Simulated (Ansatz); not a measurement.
**CH4O2S2W: small, medium and large basis sets**

The task here is to estimate one member of a computed series from the others.

The runs use Ansatz 0.2.0, Gaussian basis; one geometry, several basis sets.

Plan: PBE0-D4/def2-SVP; ωB97M-V/def2-SVP; PBE0-D4/def2-QZVPP; ωB97M-V/def2-QZVPP; the functionals' def2-TZVPP values are taken from earlier runs.

## The relaxed structure

The geometry comes from an earlier relaxation with PBE0-D4 in a triple-zeta def2 set; it is a stationary point, not always the lowest conformer. W takes the def2 core potential; no spin-orbit term is included.

SMILES `C[O][W]([OH])(=[S])=[S]`, 10 atoms, charge 0, spin multiplicity 1.

Atoms are counted from 1 here; the program's logs count them from 0.

Bond lengths: C1–O2 1.407 Å, C1–H7 1.092 Å, C1–H8 1.092 Å, C1–H9 1.093 Å, O2–W3 1.840 Å, W3–O4 1.875 Å, W3–S5 2.130 Å, W3–S6 2.128 Å, O4–H10 0.961 Å. Angles: O2–C1–H7 109.3°, O2–C1–H8 108.5°, O2–C1–H9 110.2°, H7–C1–H8 109.4°, H7–C1–H9 109.6°, H8–C1–H9 109.8°, C1–O2–W3 141.5°, O2–W3–O4 109.9°, O2–W3–S5 109.3°, O2–W3–S6 108.0°, O4–W3–S5 110.5°, O4–W3–S6 109.6°, S5–W3–S6 109.5°, W3–O4–H10 122.6°.

Set-up of the first run:

Input file in.yaml:

```yaml
crystal:
  periodic: [false, false, false]
  atoms:
    - {symbol: C, position_ang: [0.727168, -1.656821, 0.625181]}
    - {symbol: O, position_ang: [0.446340, -0.555880, -0.204411]}
    - {symbol: W, position_ang: [-0.397148, 1.079782, -0.189571]}
    - {symbol: O, position_ang: [-1.404929, 1.291712, -1.756333]}
    - {symbol: S, position_ang: [1.061576, 2.623250, -0.025840]}
    - {symbol: S, position_ang: [-1.686546, 1.138246, 1.502247]}
    - {symbol: H, position_ang: [1.709946, -1.522922, 1.083068]}
    - {symbol: H, position_ang: [0.733610, -2.559441, 0.011359]}
    - {symbol: H, position_ang: [-0.032438, -1.744624, 1.406259]}
    - {symbol: H, position_ang: [-1.157589, 1.906686, -2.451959]}
basis:
  gaussian: {orbitals: def2-SVP}
hamiltonian: {xc: pbe0, dispersion: d4}
output: {orbitals: {seedname: orbitals}}
```

Command:

```console
> ansatz run in.yaml --threads 4 --pin off --events-out ev --progress --plain --max-ram 11315MiB
```

Steps of the session up to this table: PBE0-D4 in def2-SVP; ωB97M-V in def2-SVP; PBE0-D4 in def2-QZVPP; ωB97M-V in def2-QZVPP.

One table of the session follows, with a row left open; its other results are not shown here.

It belongs to the step «Density functionals: the series». 

| functional | basis | HOMO (eV) | LUMO (eV) |
| --- | --- | --- | --- |
| PBE0-D4 | def2-SVP | -7.06 | -2.34 |
| PBE0-D4 | def2-TZVPP | -7.04 | -2.35 |
| PBE0-D4 | def2-QZVPP | -7.07 | -2.39 |
| ωB97M-V | def2-SVP | ? | ? |
| ωB97M-V | def2-TZVPP | -9.01 | -0.35 |
| ωB97M-V | def2-QZVPP | -9.04 | -0.42 |

Q: Estimate the row for ωB97M-V, def2-SVP from the others.

As computed: HOMO (eV): -8.99; LUMO (eV): -0.30. In the column «HOMO (eV)» it lies between ωB97M-V, def2-TZVPP (-9.01) and PBE0-D4, def2-QZVPP (-7.07).
